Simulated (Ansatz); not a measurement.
# BrCl2FZr: the cost of one run

Computed with Ansatz 0.2.0, Gaussian basis. Level: the settings change from run to run.

### 1 The geometry

The geometry comes from an earlier relaxation with PBE0-D4 in a triple-zeta def2 set; it is a stationary point. Zr takes a core potential in def2 sets; no spin-orbit term is included.

SMILES `[F][Zr]([Cl])([Cl])[Br]`, 5 atoms, charge 0, spin multiplicity 1.

Atoms are counted from 1 here; the program's logs count them from 0.

Bond lengths: F1–Zr2 1.876 Å, Zr2–Cl3 2.321 Å, Zr2–Cl4 2.321 Å, Zr2–Br5 2.479 Å. Angles: F1–Zr2–Cl3 109.1°, F1–Zr2–Cl4 109.1°, F1–Zr2–Br5 109.2°, Cl3–Zr2–Cl4 109.7°, Cl3–Zr2–Br5 109.9°, Cl4–Zr2–Br5 109.9°.

### 2 r2SCAN50/def2-SVPD

Set apart from the defaults: atoms shaken by 0.08 Å, D3(BJ) with three-body dispersion.

The input, in.yaml:

```yaml
crystal:
  periodic: [false, false, false]
  atoms:
    - {symbol: F, position_ang: [-0.342603, -0.519030, 1.894756]}
    - {symbol: Zr, position_ang: [0.027278, -0.154918, 0.052136]}
    - {symbol: Cl, position_ang: [2.051006, -1.127818, -0.592090]}
    - {symbol: Cl, position_ang: [-1.662796, -0.789286, -1.053821]}
    - {symbol: Br, position_ang: [0.279857, 2.480535, -0.450260]}
basis:
  gaussian: {orbitals: def2-SVPD}
hamiltonian: {xc: {name: r2SCAN50}, dispersion: d3bjatm}
output: {forces: true}
```

The run is started by

```console
$ ansatz run in.yaml --threads 4 --pin off --events-out ev --progress --plain --max-ram 10444MiB
```

Q: Estimate wall time and peak memory on 4 threads of INTEL XEON PLATINUM 8581C at 2.10GHz, shared host.

About 4 s, with a peak of 0.51 GiB.
